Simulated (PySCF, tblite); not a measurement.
# BGe₂H₆O radical: geometry, infrared bands and EPR parameters

Wanted: the infrared bands and EPR parameters of BGe₂H₆O radical (`[BH2][GeH2][O][GeH2]`), by calculation.

Programs: tblite 0.8.0 and PySCF 2.14.0, with density-fitted response routines of our own. Each step states its level of theory. These are calculated values for one molecule in the gas phase, unless marked as measured. Atoms count from 0, in the outputs and in this text.

### 1 Starting geometry

10 atoms, charge 0, multiplicity 2; geometry from: force field or distance geometry start.

Bonds of the start (Å): B0–Ge1 2.03, Ge1–O2 1.79, O2–Ge3 1.80, B0–H4 1.18, B0–H5 1.17, Ge1–H6 1.54, Ge1–H7 1.56, Ge3–H8 1.56, Ge3–H9 1.54.

### 2 Optimising the geometry with GFN2-xTB

The job: settings as JSON, then the geometry in Å.

```
{"job": {"kind": "relax", "xc": "GFN2-xTB", "basis": "xTB"}, "charge": 0, "multiplicity": 2}
B      2.349600     0.044000     0.097200
Ge     0.370700     0.502800     0.034800
O     -0.563400    -1.017900    -0.081900
Ge    -2.280900    -0.473100    -0.136000
H      2.688000    -1.082100     0.052100
H      3.137500     0.909400     0.180200
H      0.100000     1.405700    -1.188400
H      0.001300     1.255400     1.350400
H     -3.202500    -1.708000     0.082100
H     -2.591400     0.168300    -1.496600
```

Started as:

```
$ OMP_NUM_THREADS=1 python probes_run.py task.json out
```

The driver reads the jobs from task.json and runs them one after another.

What it wrote:

```text
step      E/eV     max force
  0    -330.88090    1.708
  1    -330.96613    1.139
  2    -331.10935    0.711
  3    -331.13807    0.649
  4    -331.20845    0.463
  5    -331.22381    0.476
  6    -331.24844    0.384
  7    -331.26241    0.365
  8    -331.27755    0.353
  9    -331.28657    0.273
 10    -331.29437    0.247
 11    -331.30135    0.313
 12    -331.31295    0.359
 13    -331.32514    0.304
 14    -331.33495    0.290
 15    -331.34383    0.314
 16    -331.35519    0.335
 17    -331.36869    0.437
 18    -331.38299    0.443
 19    -331.39452    0.317
 20    -331.40241    0.243
 21    -331.40768    0.200
 22    -331.41208    0.204
 23    -331.41625    0.172
 24    -331.42022    0.208
 25    -331.42419    0.189
 26    -331.42806    0.254
 27    -331.43159    0.258
 28    -331.43501    0.175
 29    -331.43859    0.167
 30    -331.44234    0.165
 31    -331.44711    0.224
 32    -331.45367    0.284
 33    -331.46070    0.346
 34    -331.46688    0.240
 35    -331.47155    0.177
 36    -331.47474    0.114
 37    -331.47725    0.148
 38    -331.47933    0.127
 39    -331.48137    0.151
 40    -331.48280    0.078
 41    -331.48358    0.086
 42    -331.48400    0.051
 43    -331.48440    0.064
 44    -331.48494    0.081
 45    -331.48565    0.075
 46    -331.48614    0.060
 47    -331.48637    0.033
 48    -331.48649    0.029
 49    -331.48666    0.035
 50    -331.48693    0.049
 51    -331.48733    0.067
 52    -331.48778    0.055
 53    -331.48812    0.039
 54    -331.48831    0.033
 55    -331.48841    0.032
 56    -331.48848    0.026
 57    -331.48854    0.023
 58    -331.48859    0.024
 59    -331.48865    0.030
 60    -331.48875    0.048
 61    -331.48888    0.054
 62    -331.48901    0.041
 63    -331.48910    0.027
 64    -331.48920    0.042
 65    -331.48937    0.059
 66    -331.48970    0.074
 67    -331.49027    0.090
 68    -331.49089    0.069
 69    -331.49125    0.034
 70    -331.49138    0.025
 71    -331.49145    0.025
 72    -331.49159    0.040
 73    -331.49179    0.048
 74    -331.49205    0.046
 75    -331.49225    0.057
 76    -331.49241    0.055
 77    -331.49261    0.045
 78    -331.49292    0.037
 79    -331.49328    0.037
 80    -331.49354    0.030
 81    -331.49367    0.030
 82    -331.49376    0.027
 83    -331.49390    0.029
 84    -331.49409    0.032
 85    -331.49435    0.040
 86    -331.49468    0.030
 87    -331.49498    0.027
 88    -331.49526    0.040
 89    -331.49583    0.072
 90    -331.49664    0.077
 91    -331.49146    0.221
 92    -331.49824    0.079
 93    -331.49926    0.071
 94    -331.49934    0.145
 95    -331.50188    0.110
 96    -331.50193    0.152
 97    -331.50462    0.064
 98    -331.50559    0.091
 99    -331.50682    0.066
100    -331.50780    0.046
101    -331.50819    0.050
102    -331.50888    0.046
103    -331.50927    0.063
104    -331.50951    0.047
105    -331.50978    0.034
106    -331.51000    0.017
107    -331.51006    0.011
108    -331.51010    0.010
109    -331.51011    0.007
```

Run time: 0.48 s. Hardware: 1 thread of Arm Neoverse V1, shared host.

Step by step: (not every step is listed)

```tsv
step	energy from step 0 (eV)	largest force (eV/Å)
0	0.0000	1.7075
1	-0.0852	1.1394
2	-0.2285	0.7114
3	-0.2572	0.6489
4	-0.3276	0.4634
5	-0.3429	0.4756
6	-0.3675	0.3840
7	-0.3815	0.3645
8	-0.3967	0.3529
17	-0.4878	0.4368
26	-0.5472	0.2542
35	-0.5906	0.1770
44	-0.6040	0.0807
53	-0.6072	0.0387
62	-0.6081	0.0411
71	-0.6105	0.0255
80	-0.6126	0.0299
89	-0.6149	0.0720
98	-0.6247	0.0908
104	-0.6286	0.0471
105	-0.6289	0.0341
106	-0.6291	0.0166
107	-0.6292	0.0111
108	-0.6292	0.0103
109	-0.6292	0.0066
```

Close pairs (by a distance rule), those that changed most:

```tsv
bond	before (Å)	after (Å)	change (Å)
Ge3–H9	1.536	1.602	+0.066
Ge3–H8	1.556	1.619	+0.063
O2–Ge3	1.803	1.756	-0.047
Ge1–H7	1.560	1.522	-0.038
Ge1–H6	1.544	1.514	-0.030
B0–Ge1	2.032	2.008	-0.025
Ge1–O2	1.788	1.770	-0.018
B0–H4	1.177	1.166	-0.011
```

The end geometry stands in the next job.

### 3 Harmonic vibrations with GFN2-xTB

The job: settings as JSON, then the geometry in Å.

```
{"job": {"kind": "ir", "xc": "GFN2-xTB", "basis": "xTB"}, "charge": 0, "multiplicity": 2}
B      1.935283    -0.310630    -0.005603
Ge     0.501722     1.084187     0.169579
O     -1.051036     0.394206    -0.326627
Ge    -2.375545    -0.737595    -0.110610
H      1.682735    -1.438442     0.149258
H      3.030979    -0.007869    -0.259824
H      0.518970     2.324557    -0.698139
H      0.242747     1.634322     1.564669
H     -1.618824    -2.159826     0.048297
H     -2.858148    -0.778256    -1.637126
```

What it wrote:

```text
mode    cm-1     km/mol
  1     -25.7      4.10
  2      44.4      1.33
  3      65.3      0.41
  4      88.4      5.24
  5     179.1     10.67
  6     280.2      2.55
  7     310.5     38.25
  8     541.7     22.27
  9     550.4     91.52
 10     551.8    182.28
 11     621.9     92.08
 12     627.6     34.86
 13     659.0    176.99
 14     724.3     29.36
 15     747.5    162.92
 16     758.2    108.88
 17     844.1    210.98
 18    1144.2     18.20
 19    1171.2    320.44
 20    1416.9    802.73
 21    1833.2    414.87
 22    1909.1    535.60
 23    2666.8     47.73
 24    2715.1     89.79
```

Wall time 0.2 s (1 thread of Arm Neoverse V1, shared host).

Which atoms move in the most intense modes:

```tsv
cm⁻¹	km/mol	atoms
552	182.3	H9 75 %, O2 14 %
659	177.0	O2 37 %, H5 15 %, H4 15 %
748	162.9	H9 46 %, H8 45 %
844	211.0	H7 49 %, H6 48 %
1171	320.4	H8 64 %, H9 34 %
1417	802.7	H9 64 %, H8 34 %
1833	414.9	H7 90 %
1909	535.6	H6 90 %
```

### 4 EPR parameters: B3LYP/def2-TZVP-core+pcH-1

Same as in step 3 but for these lines:

```diff
@@ -1,2 +1,2 @@
-{"job": {"kind": "ir", "xc": "GFN2-xTB", "basis": "xTB"}, "charge": 0, "multiplicity": 2}
+{"job": {"kind": "epr", "basis": "pcH-1"}, "charge": 0, "multiplicity": 2}
 B      1.935283    -0.310630    -0.005603
```

With the program's defaults for keys left out, this is: UKS B3LYP, def2-TZVP-core on Ge, pcH-1 on B H O, non-relativistic, mean-field spin-orbit, GIAO.

What it wrote:

```text
UKS, coarse grid
  cycle   1  E = -4257.49621931  |g| = 1.97e+00
  cycle   2  E = -4254.62652352  |g| = 2.52e+00
  cycle   3  E = -4256.81615043  |g| = 1.54e+00
  cycle   4  E = -4257.70376025  |g| = 3.87e-01
  cycle   5  E = -4257.75556257  |g| = 1.79e-01
  cycle   6  E = -4257.76489308  |g| = 2.35e-02
  cycle   7  E = -4257.76508249  |g| = 1.23e-02
  cycle   8  E = -4257.76516229  |g| = 2.73e-03
  cycle   9  E = -4257.76516587  |g| = 1.44e-03
  cycle  10  E = -4257.76516973  |g| = 6.74e-04
UKS, final grid
  cycle   1  E = -4257.76514481  |g| = 1.11e-03
  cycle   2  E = -4257.76514294  |g| = 2.55e-03
  cycle   3  E = -4257.76514527  |g| = 9.72e-05
  cycle   4  E = -4257.76514528  |g| = 5.73e-05
  cycle   5  E = -4257.76514528  |g| = 1.37e-05
E = -4257.76514528 Eh   <S^2> = 0.7528 (exact 0.7500)
g shifts (ppm)      1          2          3
  rmc          -173       -173       -173
  gc              6         -6         12
  oz_so       -2949        121      14548
  total       -3115        -57      14388
hyperfine (MHz)  atom isotope    a_iso     a_fc   dipolar eigenvalues
    0   11B       1.22       1.21     -0.69     -0.12      0.81
    1  73Ge       2.43       2.46     -0.23      0.08      0.15
    2   17O     -23.15     -22.15    -49.51     24.12     25.39
    3  73Ge    -284.86    -287.48    -51.82     24.91     26.91
    4    1H      -0.15      -0.15     -1.07     -0.65      1.73
    5    1H       0.52       0.51     -0.61     -0.41      1.02
    6    1H       1.81       1.81     -1.22     -1.16      2.39
    7    1H      10.73      10.72     -1.40     -1.20      2.60
    8    1H     204.31     204.27     -4.50     -0.74      5.23
    9    1H     209.23     209.19     -4.48     -1.07      5.55
```

It took 3.3 min on 1 thread of Arm Neoverse V1, shared host; peak memory 1.3 GiB.

Principal g values 1.99920, 2.00226, 2.01671; g(iso) = 2.00606, against 2.00232 for a free electron.

Mean a(iso) over the nuclei that a row names, and the largest dipolar term of the row (other rows stand at the frozen geometry):

```tsv
nuclei	isotope	a(iso) (MHz)	a(iso) (G, at g = 2.0023)	largest dipolar term (MHz)
Ge3	73Ge	-284.9	-101.6	-51.8
H8, H9	1H	206.8	73.8	5.6
O2	17O	-23.1	-8.3	-49.5
H6, H7	1H	6.3	2.2	2.6
Ge1	73Ge	2.4	0.9	-0.2
B0	11B	1.2	0.4	0.8
H4, H5	1H	0.2	0.1	1.7
```

Mulliken spin populations:

```tsv
atom	value (e)
B0	0.00
Ge1	-0.01
O2	0.13
Ge3	0.63
H4	0.00
H5	0.00
H6	0.00
H7	0.01
H8	0.11
H9	0.12
```

In first order the couplings over 0.8 MHz of 1H, 11B give 36 distinct lines over 153.3 G, if the averaged nuclei exchange fast; the same motion can average rows kept apart here too.

Orbitals, density, ELF and potential are computed afterwards from the orbital file.

ELF in a plane through or near 5 of the atoms.

Values, 10 rows by 14 columns:
```
0.00 0.00 0.00 0.00 0.00 0.00 0.00 0.00 0.00 0.00 0.00 0.00 0.00 0.00
0.00 0.00 0.00 0.00 0.01 0.06 0.04 0.00 0.00 0.00 0.00 0.00 0.00 0.00
0.00 0.00 0.00 0.00 0.09 0.56 0.46 0.01 0.01 0.00 0.01 0.00 0.00 0.00
0.00 0.00 0.00 0.00 0.10 0.43 0.20 0.27 0.74 0.16 0.28 0.32 0.04 0.00
0.00 0.00 0.00 0.03 0.24 0.21 0.74 0.76 0.20 0.15 0.22 0.63 0.18 0.00
0.00 0.00 0.31 0.77 0.60 0.95 0.59 0.35 0.61 0.20 0.23 0.50 0.11 0.00
0.00 0.00 0.81 0.99 0.83 0.37 0.81 0.01 0.14 0.96 0.68 0.09 0.01 0.00
0.00 0.00 0.12 0.43 0.34 1.00 1.00 0.05 0.43 1.00 0.94 0.14 0.00 0.00
0.00 0.00 0.00 0.01 0.06 0.73 0.75 0.01 0.01 0.29 0.14 0.00 0.00 0.00
0.00 0.00 0.00 0.00 0.00 0.00 0.00 0.00 0.00 0.00 0.00 0.00 0.00 0.00
```
The map spans 11.5 Å across and 9.2 Å up, centred on the molecule. Atoms in the plane (x, y in Å): B0 (-1.7, -0.9), Ge1 (-0.9, 0.9), O2 (0.9, 0.7), Ge3 (2.5, 0.1), H4 (-1.2, -1.9).

On the surface of density 0.002 e/bohr³ the electrostatic potential runs, from the 1st to the 99th percentile, from -1.04 V near O2 to 2.08 V near B0.

The spin density lies nearest to Ge3 57 %; O2 14 %; H8, H9 about 13 % each.

### 5 Summary of results

| quantity | value |
| --- | --- |
| strongest single infrared mode (GFN2-xTB) | 1417 cm⁻¹, 803 km/mol |
| zero-point energy (GFN2-xTB) | 29.2 kcal/mol |
| g(iso) (B3LYP) | 2.00606 |
| ⟨S²⟩ | 0.753 (exact 0.75) |
| largest a(iso) (averaged by class) | 73Ge on Ge3, -284.9 MHz |
| potential on the surface of density 0.002 e/bohr³, 1st and 99th percentile | -1.04 V and 2.08 V |

**Reading.** The optimisation took 109 steps and gained 0.629 eV; among the close pairs (by a distance rule), Ge3–H9 changed most, from 1.536 to 1.602 Å. The frame itself reshapes: Ge1···Ge3 goes from 2.83 to 3.42 Å. The lowest mode is imaginary (26i cm⁻¹), so the xTB geometry is not a minimum: the zero-point energy counts the real modes alone, and all values at this geometry belong to a saddle point. The strongest single mode, at 1417 cm⁻¹, moves mainly H9 and H8. GFN2-xTB is a fitted tight-binding method: band positions and strengths are rough. Its intensities can rank the bands wrongly. Ge3 carries the largest spin population, 0.63 e. The isotropic g lies 3.7 ppt above the free-electron value. The hyperfine terms hold no scalar relativity, which the heavier nuclei need. The conformer search (at its own cheap level) found a structure 41.0 kcal/mol lower, too far down for a turn about a bond: it may have other bonds, so these spectra needn't be the molecule's.
